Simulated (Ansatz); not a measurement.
What does this script print? It uses the Ansatz DFT code, driven from Python.

`run_torsion.py`
```python
"""Rigid torsion scan of H5NOS2Si."""

import ansatz
from ase import Atoms

atoms = Atoms(["N", "Si", "O", "S", "S", "H", "H", "H", "H", "H"], positions=[
    (-1.3876, -0.4629, -0.3001),
    (0.1844, -0.1191, -0.0398),
    (0.9526, -1.2336, -0.9393),
    (0.676, -0.3497, 1.9988),
    (0.5975, 1.8179, -0.7374),
    (-1.9817, 0.3381, 0.1192),
    (-1.5754, -0.3189, -1.3066),
    (0.8334, -2.1323, -0.673),
    (-0.1462, 0.676, 2.4765),
    (1.9302, 1.7335, -0.5954),
])

# relax first, so that the scan starts from a minimum
first = ansatz.Crystal.molecule_from_ase(atoms).calculation()
first = first.basis(gaussian="6-31G*")
first = first.functional("pbe0")
first = first.relax(force_tolerance=0.02, max_steps=80)
atoms.positions = first.run(threads=1, pin="off").report["positions_ang"]

start = atoms.get_dihedral(0, 1, 3, 8)
energies = {}
for turn in range(0, 360, 30):
    turned = atoms.copy()
    turned.set_dihedral(0, 1, 3, 8, start + turn, indices=[3, 8])
    base = (
        ansatz.Crystal.molecule_from_ase(turned).calculation()
        .basis(gaussian="6-31G*")
        .functional("pbe0")
    )
    energies[round((start + turn) % 360)] = base.run(threads=1, pin="off").report["free_energy_ev"]
floor = min(energies.values())
print("dihedral N0-Si1-S3-H8 (deg)   E - E(min) (kJ/mol)")
for angle, e in sorted(energies.items()):
    print(f"{angle:8d} {96.485332 * (e - floor):14.3f}  " + "#" * int(30 * (e - floor) / max(max(energies.values()) - floor, 1e-9)))
```

```console
$ python run_torsion.py
dihedral N0-Si1-S3-H8 (deg)   E - E(min) (kJ/mol)
      27         21.984  ##############################
      57         16.280  ######################
      87          8.147  ###########
     117          3.099  ####
     147          4.117  #####
     177         10.882  ##############
     207         17.604  ########################
     237         15.276  ####################
     267          5.398  #######
     297          0.000
     327          5.867  ########
     357         17.789  ########################
```

The scan is rigid and the energies are electronic, in a modest basis. With rigid groups the curve can differ much from the relaxed path, the start wasn't checked as a minimum of this torsion, and equivalent turns needn't return to the same energy. Run time: 4.1 min on 1 thread of Arm Neoverse V1, with other jobs on the host, peak memory 0.29 GiB.
